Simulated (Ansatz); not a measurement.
**Sn3Se under changes of volume**

One of the cells (26.013 Å³/atom); the others are scaled copies at fixed shape and fractional positions:

```
Sn Se
1.0
     0.00000    3.73314    3.73314
     3.73314    0.00000    3.73314
     3.73314    3.73314    0.00000
Sn Se
3 1
Direct
  0.50000 0.50000 0.50000
  0.75000 0.75000 0.75000
  0.25000 0.25000 0.25000
  0.00000 0.00000 0.00000
```

The cell comes from a database or a generator and needn't be the stable form of this composition.

- Program: Ansatz 0.2.0
- Functional: LDA
- Potentials or basis: Ansatz PAW
- Cutoff: 420 eV (not typed: the program's choice for these potentials)
- k mesh: 6 × 6 × 6
- Occupations: fermi-dirac, width 0.05 eV
- Spin: no spin polarisation

```csv
volume (Å³/atom),energy over the lowest point (meV/atom),pressure (GPa)
24.452,0.00,-1.5
24.973,6.94,-2.6
25.493,17.26,-3.6
26.013,30.53,-4.5
26.533,46.36,-5.2
27.054,?,?
27.574,84.53,-6.5
```

Problem. What does the run at 27.054 Å³/atom give?

Solution. Energy over the lowest point 64.45 meV/atom; pressure -5.9 GPa.

Worked out: A Birch-Murnaghan fit of order 3 (a polynomial in V^(-2/3)) to the other rows has its minimum at 23.82 Å³/atom, just outside them, with B0 = V·E''(V) = 64 GPa and B' = 5.1. It gives 64.49 meV/atom at 27.054 Å³/atom, against the run's 64.45, and -dE/dV = -5.9 GPa, against -5.9.

Energies are extrapolated to zero smearing.

Caveats: the PAW data sets come from PBE, with cores solved anew for the run's functional, which leaves a small shift of forces and pressure.
